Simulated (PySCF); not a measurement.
# The bond of CsLi, level by level

An exercise on one series of results from a longer session: the logs are not shown, and one member is left open.

Method: Cs def2-SVPD with ECP46, Li def2-SVPD, scalar-relativistic core potentials; program: PySCF 2.14.0.

The first run:

A driver script around PySCF takes these settings:

| Property | Result |
| --- | --- |
| atoms | Cs, Li |
| charge | 0 |
| basis | Cs def2-SVPD with ECP46, Li def2-SVPD |
| Hamiltonian | scalar-relativistic core potentials |
| basis functions | 39 |
| electrons treated | 12 |
| masses in u | 132.9054, 7.0160 |
| levels | PBE0, PBE, r²SCAN, PW91, BP86, TPSSh, LC-ωPBE, HF, MP2, SCS-MP2, CCSD, CCSD(T) |
| grid | 80 radial by 434 angular points |
| occupations | held fixed by the projection of orbital angular momentum |
| dissociation limit | Cs + Li, each in its ground configuration |
| starting distance in angstrom | 3.490 |
| values of 2S to try | 0, 2 |

Steps of the session up to this table: The job; First curve: PBE0; Other states along the same grid; PBE (GGA); r²SCAN (meta-GGA); PW91 (GGA); BP86 (GGA); TPSSh; LC-ωPBE; RHF; MP2 and coupled cluster.

One table of the session follows, with a row left open; its other results are not shown here.

It belongs to the step «Constants by level of theory». 

| level | Re (Å) | ωe (cm⁻¹) | De (eV) |
| --- | --- | --- | --- |
| RHF | 3.973 | 163.6 | -0.043 |
| RHF-MP2 | 3.802 | 174.5 | 0.365 |
| RHF-SCS-MP2 | 3.820 | 172.8 | 0.444 |
| RHF-CCSD | 3.790 | 172.8 | 0.59 |
| RHF-CCSD(T) | 3.789 | 170.8 | 0.61 |
| PBE | 3.777 | 169.1 | 0.66 |
| PW91 | 3.772 | 169.8 | 0.70 |
| BP86 | 3.775 | 168.4 | 0.62 |
| r²SCAN | 3.843 | 168.4 | 0.52 |
| TPSSh | 3.846 | 166.9 | 0.76 |
| PBE0 | 3.788 | 173.9 | 0.60 |
| LC-ωPBE | ? | ? | ? |

**Question.** Estimate the row for LC-ωPBE.

As computed: Re (Å): 3.814; ωe (cm⁻¹): 181.9; De (eV): 0.54. In the column «Re (Å)» it lies between RHF-MP2 (3.802) and RHF-SCS-MP2 (3.820).

De is counted to Cs + Li in their ground configurations.
